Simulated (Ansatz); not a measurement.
# Zr2Ti3Ge3O8: the cost of one run

All numbers below are computed with Ansatz 0.2.0 (DFT PBE, scalar-relativistic, plane waves, PAW).

**1. The starting structure**

The cell holds 16 atoms (Ge3O8Ti3Zr2): a = 5.681 Å, b = 7.014 Å, c = 7.014 Å, α = 120.00°, β = 90.00°, γ = 90.00°.

The sites of an ideal wurtzite lattice, at a guessed lattice constant, take 3 Ge, 2 Zr, 3 Ti; 8 O (sublattices apart by semicolons), with a shake of 0.02 Å. Warren-Cowley parameters of the first shell (negative: unlike neighbours preferred): Ge-Ti -0.18, Ge-Zr -0.33, Ti-Zr -0.33. In a cell this small the draw can fall short of the order aimed at.

Coordinates:

```cif
data_structure
_symmetry_space_group_name_H-M 'P 1'
_symmetry_Int_Tables_number 1
_cell_length_a 5.6811
_cell_length_b 7.0137
_cell_length_c 7.0137
_cell_angle_alpha 120.000
_cell_angle_beta 90.000
_cell_angle_gamma 90.000
_cell_volume 242.03
loop_
_atom_site_label
_atom_site_type_symbol
_atom_site_fract_x
_atom_site_fract_y
_atom_site_fract_z
_atom_site_occupancy
O1 O 0.62195 0.16423 0.32707 1
O2 O 0.62240 0.16461 0.83234 1
O3 O 0.62282 0.66366 0.33234 1
O4 O 0.61730 0.66537 0.83731 1
O5 O 0.11963 0.33301 0.66745 1
O6 O 0.12337 0.33862 0.17280 1
O7 O 0.11842 0.83405 0.66728 1
O8 O 0.12633 0.83285 0.17187 1
Ti1 Ti 0.00248 0.66358 0.32914 1
Ti2 Ti 0.49804 0.33227 0.66595 1
Ti3 Ti 0.50413 0.32876 0.16292 1
Ge1 Ge 0.00418 0.16450 0.33318 1
Ge2 Ge 0.99359 0.66483 0.83144 1
Ge3 Ge 0.49959 0.83227 0.66597 1
Zr1 Zr 0.99837 0.15855 0.82858 1
Zr2 Zr 0.50007 0.83013 0.16726 1
```

**2. Relaxing on a coarse mesh**

A cheap relaxation: coarse mesh, no symmetry, loose thresholds.

input.yaml reads:

```yaml
crystal:
  lattice:
    - [0.0, 0.0, -5.68112535]
    - [3.5068675, 6.07407266, 0.0]
    - [3.5068675, -6.07407266, 0.0]
  atoms:
    - { symbol: O, position: [0.621945441, 0.1642293344, 0.32706715] }
    - { symbol: O, position: [0.6224018593, 0.1646070606, 0.8323359011] }
    - { symbol: O, position: [0.6228168147, 0.6636553117, 0.3323353963] }
    - { symbol: O, position: [0.617302795, 0.6653744942, 0.8373081623] }
    - { symbol: O, position: [0.119630192, 0.3330116372, 0.6674477844] }
    - { symbol: O, position: [0.1233664887, 0.3386198496, 0.1728026641] }
    - { symbol: O, position: [0.1184246923, 0.8340532177, 0.6672752737] }
    - { symbol: O, position: [0.1263329442, 0.8328538795, 0.1718665458] }
    - { symbol: Ti, position: [0.0024816663, 0.6635751808, 0.3291353166] }
    - { symbol: Ti, position: [0.4980446021, 0.3322736784, 0.6659463486] }
    - { symbol: Ti, position: [0.5041251891, 0.3287588846, 0.1629188154] }
    - { symbol: Ge, position: [0.004180493, 0.1645024458, 0.3331805056] }
    - { symbol: Ge, position: [0.9935885702, 0.6648334807, 0.8314395086] }
    - { symbol: Ge, position: [0.4995857891, 0.8322721109, 0.6659728614] }
    - { symbol: Zr, position: [0.9983733338, 0.1585482953, 0.8285823223] }
    - { symbol: Zr, position: [0.5000694514, 0.8301273658, 0.1672606713] }
  symmetry: { detect: false }
basis:
  ecutwfc: 420
kpoints:
  mp_grid: { grid: [2, 2, 2], shift: [0.5, 0.5, 0.5] }
hamiltonian:
  xc: pbe
scf:
  occupations: { method: gaussian, width: 0.1 }
  lower_state_search: "off"
output:
  forces: true
  stress: true
  eigenvalues: true
relax:
  adjacent_minimum: "off"
  f_tol: 0.04
  max_steps: 50
  cell: { stress_tol: 0.3 }
```

On the command line:

```
> ansatz run input.yaml --threads 4 --pin off --max-ram 9216MiB --backend cpu --events-out ev --progress --plain --runs-dir out
```

Q: Estimate wall time and peak memory on 4 threads of Intel Xeon 6975P-C (Granite Rapids), shared host.

About 1.8 min, with a peak of 0.85 GiB.
